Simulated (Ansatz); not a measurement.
# C2H6FOSb, SMILES CC[O][SbH][F]: a ladder of methods at one geometry

With Ansatz's Python interface.

Run as a notebook:

In [1]:
```python
from pathlib import Path

import ansatz
from ase import Atoms
import numpy as np
```

In [2]:
```python
atoms = Atoms(["C", "C", "O", "Sb", "F", "H", "H", "H", "H", "H", "H"], positions=[
    (-0.40938, -0.44214, 1.60061),
    (0.30034, 0.35343, 0.51643),
    (0.2392, -0.38978, -0.67717),
    (0.95878, 0.27161, -2.36278),
    (-0.69942, 1.33708, -2.80841),
    (-0.36974, 0.09644, 2.54346),
    (0.06684, -1.41175, 1.7184),
    (-1.44642, -0.59814, 1.31764),
    (1.34429, 0.53324, 0.80591),
    (-0.19168, 1.32343, 0.38526),
    (0.2072, -1.07342, -3.03935),
])
system = ansatz.Crystal.molecule_from_ase(atoms)
```

In [3]:
```python
model = system.calculation().basis(gaussian="def2-SVP")
```

In [4]:
```python
print("functional    E (Ha)        dipole (D)   HOMO (eV)  LUMO (eV)")
for name in ["pbe", "revpbe", "cam_b3lyp", "lda", "hse06", "b3lyp"]:
    r = model.functional(name).forces().orbitals().run(threads=1, pin="off", runs_dir="runs").report
    lines = Path(r["orbitals_path"]).read_text().splitlines()
    field_of = lambda key: [line.split("=")[1].strip() for line in lines if line.startswith(key)]
    orbitals = [(27.211386 * float(e), s, float(n)) for e, s, n in zip(field_of("Ene="), field_of("Spin="), field_of("Occup="))]
    homo = max(e for e, _, n in orbitals if n > 0.5)
    lumo = min(e for e, _, n in orbitals if n < 0.5)
    dipole = 4.803205 * np.linalg.norm(r["charge_distribution"]["dipole_moment_e_ang"])
    print(f"{name:10s} {r['free_energy_ev'] / 27.211386246:14.6f} {dipole:9.3f} {homo:11.3f} {lumo:10.3f}")
```
```text
functional    E (Ha)        dipole (D)   HOMO (eV)  LUMO (eV)
pbe           -494.656619     2.877      -6.147     -2.082
revpbe        -494.911034     2.894      -6.105     -1.992
cam_b3lyp     -494.836905     3.257      -8.834     -0.305
lda           -492.644424     2.849      -6.275     -2.312
hse06         -494.664199     3.180      -7.152     -1.722
b3lyp         -495.029590     3.182      -7.300     -1.552
```

Total energies depend on the basis set; only differences at equal settings carry meaning. The geometry is a force-field or estimated start, not a minimum of this method, and the basis set is short of its limit. A lower total doesn't mark the better method: functionals have no common bound, and MP2 and coupled cluster aren't variational. def2 sets replace the cores of elements past krypton by effective core potentials. b3lyp holds the VWN-RPA fit, as in Gaussian; the form of ORCA and Turbomole is b3lyp5. Levels such as HOMO and LUMO are orbital energies: with these approximate functionals they aren't the ionisation energy and electron affinity, and their gap isn't the fundamental gap. hse06 follows the composition of plane-wave codes, whose totals differ by tens of mHa, up to about 0.1 Ha, from the form usual in Gaussian-basis programs (wpbeh). Wall time of the script: 25 s on 1 thread of Arm Neoverse V2 (shared host), peak memory 0.36 GiB.

(Lines on the test bed's own set-up are left out of the output.)
